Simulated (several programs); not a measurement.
MgZnTe2 (ordering on zincblende) from semi-empirical methods to plane-wave DFT

MgZnTe2, ordered on the zincblende lattice (P-4m2) with 4 atoms a cell, relaxed with r2SCAN in Ansatz, was computed with several methods. The symmetry is P-4m2 (No. 115, tetragonal); a = 4.433 Å, c = 6.342 Å in the conventional setting, 31.15 Å³ an atom. Around Mg lie 4 Te at 2.78 Å; around Te lie 2 Zn at 2.67 Å and 2 Mg at 2.78 Å; around Zn lie 4 Te at 2.67 Å. All values are calculated for a non-magnetic cell, which may be hypothetical.

```xyz
4
Lattice="4.4327 0.0000 0.0000 0.0000 4.4327 0.0000 0.0000 0.0000 6.3420" Properties=species:S:1:pos:R:3 pbc="T T T"
Mg    0.0000    0.0000    0.0000
Te    0.0000    2.2164    1.6803
Zn    2.2164    2.2164    3.1710
Te    2.2164    0.0000    4.6617
```

Gaps and times are for a single point on this cell; volume and bulk modulus come from each method's own relaxation or energy curve at fixed shape, which is too stiff where a cell has free coordinates or axes. Times are rough, from shared hosts (Arm Neoverse V1; Arm Neoverse V2), and each method has its own mesh and cell size. A double dagger marks a value from a curve with shape and coordinates held. A star marks a curve whose lowest point is an end point. PM6 (MOPAC), PM7 (MOPAC), GFN1-xTB (tblite), GFN2-xTB (tblite) treat a cluster of cells at its zone centre, which samples few k points: where these miss a band edge, the gap comes out too large for that reason alone. Gaps from k meshes are read at a limited set of points (mesh, symmetry points, PBE's band edges), so each method's own least gap may be somewhat smaller. xTB and the PM methods were fitted mostly to molecules, and can miss a solid's gap by electronvolts. Minimal bases can be far off for gaps. Times of the plane-wave ladder aren't listed, since it ran on unlike processors and cards. GLLB-SC's gap includes the derivative discontinuity. G0W0 is at finite bands, cutoff and mesh. d marks a direct gap, i an indirect one (no mark: not told apart), a dash a value that wasn't computed or didn't pass its checks.

```
                              method              kind  gap (eV)  own volume (Å³/atom)  bulk modulus (GPa)  atoms computed  processor time
                         PM7 (MOPAC)    semi-empirical     10.09                     –                   –         cluster          0.61 s
                         PM6 (MOPAC)    semi-empirical      6.86                     –                   –         cluster          0.66 s
                   GFN1-xTB (tblite)     tight binding      0.95                31.51‡                 45‡         cluster           1.3 s
light PBE (260 eV and a coarse mesh)  light plane-wave    1.54 d                     –                   –               4           1.8 s
                   GFN2-xTB (tblite)     tight binding      1.64               34.13*‡                34*‡         cluster           2.2 s
                      PBE/SZV (CP2K)       small basis    1.57 d               34.22*‡                28*‡               4             9 s
                                 PBE         semilocal    1.57 d                 31.98                 38‡               4               –
              PBE/single zeta (GPAW)       small basis    1.60 d                     –                   –               4            17 s
                     PBE/DZVP (CP2K)       small basis    1.58 d                32.59‡                 33‡               4            19 s
                              r2SCAN         semilocal    2.10 d                 31.15                 43‡               4               –
                      GLLB-SC (GPAW)   model potential      2.63                     –                   –               4            37 s
                             PBE+SOC         semilocal    1.30 d                     –                   –               4               –
                                PBE0            hybrid    3.14 d                     –                   –               4               –
                               HSE06            hybrid    2.50 d                     –                   –               4               –
  G0W0@PBE (120 eV screening cutoff)         many-body      2.56                     –                   –               4               –
```

Against HSE06 (2.50 eV) and with closed or daggered gaps left aside, the nearest gap at the points sampled is that of G0W0@PBE (120 eV screening cutoff) (+0.06 eV) and the farthest that of PM7 (MOPAC) (+7.59 eV). HSE06 is only a yardstick of convenience, and nearness to it can be luck.

Volumes against r2SCAN's: PBE +2.6 %.

Only the rows marked +SOC include spin-orbit coupling.
